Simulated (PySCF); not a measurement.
# C₅H₇GeN: a tour of settings, part 2 of 2

PySCF 2.14.0. Atoms count from 0. Earlier steps stand in the parts before.

## Step 6: J couplings: PBE/6-311G**

The job: settings as JSON, then the geometry in Å.

```
{"job": {"kind": "j", "xc": "PBE", "basis": "6-311G**"}, "charge": 0, "multiplicity": 1}
Ge     2.297928     0.134912     0.081903
C      0.347519     0.012475     0.011625
C     -0.444164     1.151297     0.114272
C     -1.821800     1.020150     0.057133
N     -2.434702    -0.141992    -0.091792
C     -1.688166    -1.227999    -0.188845
C     -0.303136    -1.205405    -0.143466
H      2.750016     0.677493     1.398343
H      2.807212     1.061286    -0.974371
H      2.909610    -1.212223    -0.117441
H      0.012906     2.124340     0.235804
H     -2.470817     1.883750     0.132956
H     -2.229980    -2.157687    -0.311384
H      0.266893    -2.120872    -0.226905
```

Method: PBE/6-311G** indirect spin-spin coupling, non-relativistic, gas phase.

The program printed:

```text
coarse grid: 55744 points
cycle   1  E = -2325.7279375458  dE = -9.381e-01  |g| = 1.940e+00  |ddm| = 3.365e+00
cycle   2  E = -2325.5579749879  dE =  1.700e-01  |g| = 1.771e+00  |ddm| = 1.629e+00
cycle   3  E = -2325.8094189979  dE = -2.514e-01  |g| = 6.295e-01  |ddm| = 1.427e+00
cycle   4  E = -2325.8541158847  dE = -4.470e-02  |g| = 1.703e-01  |ddm| = 4.667e-01
cycle   5  E = -2325.8600199202  dE = -5.904e-03  |g| = 3.753e-02  |ddm| = 1.318e-01
cycle   6  E = -2325.8602580075  dE = -2.381e-04  |g| = 1.441e-02  |ddm| = 4.212e-02
cycle   7  E = -2325.8602937732  dE = -3.577e-05  |g| = 8.325e-03  |ddm| = 1.827e-02
cycle   8  E = -2325.8603136074  dE = -1.983e-05  |g| = 1.030e-03  |ddm| = 8.322e-03
cycle   9  E = -2325.8603138824  dE = -2.750e-07  |g| = 2.328e-04  |ddm| = 1.184e-03
final grid: 117680 points
cycle  10  E = -2325.8603622069  dE = -1.104e-08  |g| = 4.687e-04  |ddm| = 2.663e-03
cycle  11  E = -2325.8603619524  dE =  2.545e-07  |g| = 1.067e-03  |ddm| = 1.230e-03
cycle  12  E = -2325.8603622604  dE = -3.080e-07  |g| = 1.388e-04  |ddm| = 9.091e-04
cycle  13  E = -2325.8603622655  dE = -5.113e-09  |g| = 2.073e-05  |ddm| = 1.213e-04
cycle  14  E = -2325.8603622656  dE = -1.173e-10  |g| = 7.026e-06  |ddm| = 2.468e-05
converged SCF energy = -2325.8603622656

Indirect spin-spin couplings (Hz)
  i      j    bonds     total        FC       PSO       DSO        SD
  1 C    2 C    1     49.483    55.781    -6.645     0.348         -
  1 C    3 C    2     -1.412    -1.740     0.280     0.048         -
  1 C    4 N    3     -3.104    -1.748    -0.424    -0.007    -0.925
  1 C    5 C    2     -1.372    -1.698     0.279     0.047         -
  1 C    6 C    1     50.058    56.369    -6.659     0.347         -
  1 C    7 H    2      4.054     4.551     0.028    -0.525         -
  1 C    8 H    2      4.126     4.628     0.018    -0.520         -
  1 C    9 H    2      4.690     5.255    -0.043    -0.522         -
  1 C   10 H    2      2.045     3.050    -1.002    -0.003         -
  1 C   11 H    3      5.699     5.745     0.326    -0.373         -
  1 C   12 H    3      5.725     5.771     0.326    -0.373         -
  1 C   13 H    2      1.841     2.854    -1.008    -0.004         -
  2 C    3 C    1     52.269    58.598    -6.607     0.278         -
  2 C    4 N    2      1.449     1.754    -0.442     0.011     0.126
  2 C    5 C    3     13.285    12.453     0.817     0.015         -
  2 C    6 C    2     -1.845    -1.935     0.062     0.028         -
  2 C    7 H    3      0.174     0.322    -0.047    -0.101         -
  2 C    8 H    3      0.328     0.455    -0.066    -0.061         -
  2 C    9 H    3      5.145     5.615     0.233    -0.704         -
  2 C   10 H    1    139.033   137.731     0.183     1.118         -
  2 C   11 H    2      9.306    10.295    -0.717    -0.273         -
  2 C   12 H    4     -1.165    -1.177     0.447    -0.435         -
  2 C   13 H    3      5.530     5.672     0.299    -0.441         -
  3 C    4 N    1      2.940    -2.219     5.548    -0.097    -0.291
  3 C    5 C    2     -3.846    -3.694    -0.115    -0.037         -
  3 C    6 C    3     13.227    12.419     0.793     0.015         -
  3 C    7 H    4     -0.651    -0.556     0.122    -0.217         -
  3 C    8 H    4     -0.607    -0.521     0.120    -0.206         -
  3 C    9 H    4      1.485     1.708     0.180    -0.404         -
  3 C   10 H    2      3.997     5.155    -0.945    -0.213         -
  3 C   11 H    1    155.761   154.815    -0.087     1.033         -
  3 C   12 H    3      9.996    10.282     0.322    -0.608         -
  3 C   13 H    4     -0.400    -0.451     0.475    -0.424         -
  4 N    5 C    1      2.883    -2.355     5.632    -0.097    -0.297
  4 N    6 C    2      1.389     1.704    -0.443     0.011     0.116
  4 N   10 H    3     -0.599    -0.650    -0.148     0.204    -0.004
  4 N   11 H    2    -10.297   -11.454     1.072     0.115    -0.030
  4 N   12 H    2    -10.299   -11.468     1.085     0.115    -0.031
  4 N   13 H    3     -0.582    -0.636    -0.147     0.204    -0.002
  5 C    6 C    1     52.020    58.270    -6.527     0.278         -
  5 C    8 H    4      0.285     0.476     0.148    -0.339         -
  5 C   10 H    4     -0.426    -0.477     0.475    -0.424         -
  5 C   11 H    3      9.990    10.278     0.320    -0.608         -
  5 C   12 H    1    155.795   154.857    -0.094     1.033         -
  5 C   13 H    2      4.131     5.266    -0.922    -0.213         -
  6 C    7 H    3      1.946     2.303     0.131    -0.488         -
  6 C    8 H    3      2.358     2.731     0.147    -0.520         -
  6 C    9 H    3      1.977     2.013    -0.165     0.129         -
  6 C   10 H    3      5.622     5.767     0.297    -0.441         -
  6 C   11 H    4     -1.139    -1.148     0.444    -0.435         -
  6 C   12 H    2      9.352    10.330    -0.705    -0.273         -
  6 C   13 H    1    139.902   138.633     0.155     1.114         -
  7 H    8 H    2      0.341     3.465     1.276    -4.399         -
  7 H    9 H    2      1.251     4.622     1.345    -4.716         -
  7 H   10 H    4     -0.317    -0.446    -0.367     0.495         -
  7 H   11 H    5     -0.162     0.074     0.555    -0.790         -
  7 H   12 H    5     -0.287     0.255     0.746    -1.288         -
  7 H   13 H    4     -1.240     0.087     0.631    -1.958         -
  8 H    9 H    2      1.385     4.788     1.354    -4.758         -
  8 H   11 H    5     -0.151     0.052     0.537    -0.740         -
  8 H   12 H    5     -0.295     0.270     0.763    -1.328         -
  8 H   13 H    4     -1.239     0.209     0.708    -2.155         -
  9 H   10 H    4     -1.024     1.080     1.096    -3.200         -
  9 H   11 H    5     -0.345     0.366     0.868    -1.578         -
  9 H   13 H    4      0.925    -0.143    -1.137     2.206         -
 10 H   11 H    3      3.894     3.887     0.218    -0.210         -
 10 H   12 H    5      0.595     0.874     1.583    -1.863         -
 10 H   13 H    4      0.519     0.884     1.556    -1.920         -
 11 H   12 H    4     -0.897    -0.533     1.671    -2.035         -
 11 H   13 H    5      0.561     0.841     1.584    -1.864         -
 12 H   13 H    3      3.838     3.830     0.224    -0.215         -
```

Run time: 39 s. Hardware: 1 thread of Arm Neoverse V1, shared host; peak memory 0.74 GiB.

This basis has no tight s functions, so the Fermi-contact terms are rough.

Couplings of 1 Hz or more, nine at most for each number of bonds, with means over like pairs (isotopes 13C, 1H, 15N):

| pair | bonds | J (Hz) | Fermi contact (Hz) | dihedral (°) |
| --- | --- | --- | --- | --- |
| C3–H11 | 1 | 155.8 | 154.8 | – |
| C2–H10 | 1 | 139.5 | 138.2 | – |
| C2–C3 | 1 | 52.1 | 58.4 | – |
| C1–C2 | 1 | 49.8 | 56.1 | – |
| C3–N4 | 1 | 2.9 | -2.3 | – |
| N4–H11 | 2 | -10.3 | -11.5 | – |
| C2–H11 | 2 | 9.3 | 10.3 | – |
| C1–H7 | 2 | 4.3 | 4.8 | – |
| C3–H10 | 2 | 4.1 | 5.2 | – |
| C3–C5 | 2 | -3.8 | -3.7 | – |
| C1–H10 | 2 | 1.9 | 3.0 | – |
| C2–C6 | 2 | -1.8 | -1.9 | – |
| C2–N4 | 2 | 1.4 | 1.7 | – |
| C1–C3 | 2 | -1.4 | -1.7 | – |
| C2–C5 | 3 | 13.3 | 12.4 | – |
| C3–H12 | 3 | 10.0 | 10.3 | -180 |
| C1–H11 | 3 | 5.7 | 5.8 | -180 |
| C2–H13 | 3 | 5.6 | 5.7 | -180 |
| H10–H11 | 3 | 3.9 | 3.9 | 0 |
| C1–N4 | 3 | -3.1 | -1.7 | – |
| C2–H7 | 3 | 2.0 | 2.2 | – |
| C2–H12 | 4 | -1.2 | -1.2 | – |

The spin-dipole term was solved for some atoms only; pairs without it lack that part.

The response was solved for the nuclei of C, H, N alone, so couplings that need other nuclei can be missing.

Quadrupole couplings from the field gradients of the same density:

```
atom  isotope  eQq/h (MHz)     η
 Ge0     73Ge        -17.1  0.05
  N4      14N       -5.297  0.38
```

Shifts (PBE0/pcSseg-1, unscaled) and these couplings together give the proton spectrum at 500 MHz below.

1H NMR δ 8.96 (d, J = 3.9 Hz, 2H), 7.59 (d, J = 3.9 Hz, 2H), 4.15 (s, 3H). The letters are first-order; like nuclei with unlike couplings give more lines.

## Step 7: Comparing the runs: NMR shifts

Isotropic shieldings (ppm) of some atoms, chosen among heavy atoms and hydrogens apart, means over like atoms, with basis size and wall time:

```
                            run    C3    C1    C2    H11    H10   Ge0     N4  functions  time
                  PBE0/pcSseg-1  31.9  39.7  51.7  22.75  24.13  1561  -94.4        178  31 s
   wB97X/pcseg-1 in cyclohexane  44.4  48.1  62.6  23.04  24.25  1676  -63.1        146  24 s
PBE0/3-21G in dimethylsulfoxide  77.4  84.3  90.7  24.01  25.22  2051  -21.5         90   9 s
```

## Step 8: Outcome

The summary covers parts 1 to 2.

| quantity | value |
| --- | --- |
| 13C shifts against TMS (PBE0/pcSseg-1, means over atoms taken as alike) | 155.0, 147.2, 135.3 ppm |
| 1H shifts against TMS (PBE0/pcSseg-1, means over atoms taken as alike) | 8.96, 7.59, 4.15 ppm |
| 73Ge shifts against GeMe4 (PBE0/pcSseg-1) | -230 ppm |
| 15N shifts against NH3 (PBE0/pcSseg-1) | 362.2 ppm |
| surface potential, 1st and 99th percentile | -1.70 V and 1.14 V |
| lowest singlet (PBE0/def2-SVPD) | 4.63 eV (268 nm), f = 0.005 |
| brightest single state of those computed | state 3, 5.55 eV, f = 0.038 |
| lowest triplet | 3.95 eV |
| largest coupling of the table (PBE/6-311G**) | 1J(C,H) C3–H11, 155.8 Hz |
| range of the shielding of Ge0 | 1561 to 2051 ppm |

In words: Single values in the summary come from the first run of each kind that ended normally (PBE0/pcSseg-1; PBE0/def2-SVPD; PBE/6-311G**), which need not be the best level. At PBE0/pcSseg-1: Shielding is most anisotropic at N4 (span 727 ppm, paramagnetic term -425 ppm). NICS(1)zz of -28 ppm above the planar ring from C1 marks a diatropic (aromatic) ring current. By nearest atom (PBE0/pcSseg-1), the HOMO sits on N4 60 %; 4 C atoms about 6 % each and the LUMO on C1 27 %; N4 22 %. The lowest singlet, at 4.63 eV, is HOMO→LUMO 0.99 and is weak; of the 6 states computed, the strongest absorption comes from state 3 at 5.55 eV. The lowest triplet lies 0.67 eV below the lowest singlet (triplets in Tamm-Dancoff, singlets in full TDDFT). Of the pairs tabulated at PBE/6-311G**, C3–H11 (mean over like pairs) couples most strongly (155.8 Hz; Fermi contact 154.8 Hz). In ppm, Ge0 moves most: its shielding spreads over 490 ppm, from 1561 (PBE0/pcSseg-1) to 2051 (PBE0/3-21G in dimethylsulfoxide). Spin-orbit coupling is left out, which matters for shieldings and couplings at and beside the heavy atoms. Couplings from bases without tight functions are rough.
